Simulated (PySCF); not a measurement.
# Sm(OH)2: other functionals and bases at one geometry

Aim: see how levels, charges and forces of Sm(OH)2 depend on the level of theory. It is a constructed species; whether it can be made isn't addressed.

Computed with PySCF 2.14.0. Level: several levels, as the steps say, no spin–orbit coupling.

1 further run of the same task is left out (for a known fault of the program).

## 1. Where the work starts

5 atoms, charge 0, spin multiplicity 1.

Bond lengths: Sm1–O2 2.177 Å, Sm1–O4 2.177 Å, O2–H3 0.959 Å, O4–H5 0.959 Å. Angles: O2–Sm1–O4 130.6°, Sm1–O2–H3 167.2°, Sm1–O4–H5 167.2°.

Coordinates:

```
Sm    0.0000    0.0000   -0.3484
O     1.9779   -0.0379    0.5607
H     2.7382   -0.0544    1.1447
O    -1.9779    0.0379    0.5607
H    -2.7382    0.0544    1.1447
```

Formal oxidation states: Sm +2. Each metal's 6 4f electrons lie in its core potential, so multiplicities, spins and levels count the valence alone. An earlier session relaxed this geometry at PBE0, Sm lcecp-0-SVP with ECP52, O def2-SVP, H def2-SVP (singlet, point group C2v).

At PBE0 on the finer grid: E = -180.298355 Eh, frontier levels not given, since the 4f levels lie in the core, Mulliken charge on Sm1 +0.87 e, largest force component 0.006 eV/Å. 

Levels to run: B3LYP; wB97X; PBE0, TZVP. Hardware: 2 threads of Arm Neoverse V1, shared host.

## 2. B3LYP

The input, run.py (the lines that set the calculation):

```python
mol = gto.M(atom='''
Sm     0.00000     0.00000    -0.34844
O      1.97789    -0.03793     0.56071
H      2.73817    -0.05438     1.14470
O     -1.97789     0.03793     0.56071
H     -2.73817     0.05438     1.14470''',
    basis={'Sm': 'lcecp-0-SVP', 'O': 'def2-SVP', 'H': 'def2-SVP'},
    ecp={'Sm': 'lcecp-0-SVP'},
    charge=0, spin=0)
mf = dft.RKS(mol, xc='B3LYP')
mf.grids.atom_grid = (75, 302)  # f atoms: unpruned, at least (60, 302)
mf = mf.density_fit()  # fitting sets: Sm AutoAux, O def2-universal-JKFIT, H def2-universal-JKFIT
mf.conv_tol = 1e-08; mf.max_cycle = 55
mf.kernel(dm0)  # dm0: the density of the relaxed state
```

Run with:

```bash
$ OMP_NUM_THREADS=2 python run.py
```

## 3. wB97X

run.py (the lines that set the calculation), as its differences from that of step 2:

```diff
@@ -9,3 +9,3 @@
     charge=0, spin=0)
-mf = dft.RKS(mol, xc='B3LYP')
+mf = dft.RKS(mol, xc='WB97X')
 mf.grids.atom_grid = (75, 302)  # f atoms: unpruned, at least (60, 302)
```

## 4. PBE0, TZVP

Basis: Sm lcecp-0-TZVP with ECP52, O def2-TZVP, H def2-TZVP. 

The input, run.py (the lines that set the calculation):

```python
mol = gto.M(atom='''
Sm     0.00000     0.00000    -0.34844
O      1.97789    -0.03793     0.56071
H      2.73817    -0.05438     1.14470
O     -1.97789     0.03793     0.56071
H     -2.73817     0.05438     1.14470''',
    basis={'Sm': 'lcecp-0-TZVP', 'O': 'def2-TZVP', 'H': 'def2-TZVP'},
    ecp={'Sm': 'lcecp-0-TZVP'},
    charge=0, spin=0)
mf = dft.RKS(mol, xc='PBE0')
mf.grids.atom_grid = (75, 302)  # f atoms: unpruned, at least (60, 302)
mf = mf.density_fit()  # fitting sets: Sm AutoAux, O def2-universal-JKFIT, H def2-universal-JKFIT
mf.conv_tol = 1e-08; mf.max_cycle = 55
mf.kernel(dm0)  # dm0: free metal ions and neutral atoms
```

Before running it: what results should come out? Wanted: for each run, charge on Sm1; dipole; largest force.

As calculated:

| level | state | charge on Sm1 (e) | dipole (D) | largest force (eV/Å) | basis functions | time |
| --- | --- | --- | --- | --- | --- | --- |
| PBE0 (relaxed here) | singlet | 0.87 | 3.37 | 0.01 | 69 | 4.6 s |
| B3LYP | singlet | 0.82 | 3.30 | 0.20 | 69 | 2.1 s |
| wB97X | singlet | 0.89 | 3.54 | 0.18 | 69 | 2.9 s |
| PBE0, TZVP | singlet | 1.22 | 3.69 | 0.23 | 121 | 6 s |

Times are on 2 threads of Arm Neoverse V1, shared host; the first row also made further properties.

The largest leftover force, 0.23 eV/Å with PBE0, TZVP, stands at a geometry relaxed at another level. The Mulliken charge on Sm spans +0.82 to +1.22 e over the levels. With 4f in the core, its levels are missing from HOMO and gap. Total energies of different levels can't be compared. Spin–orbit coupling is left out throughout.
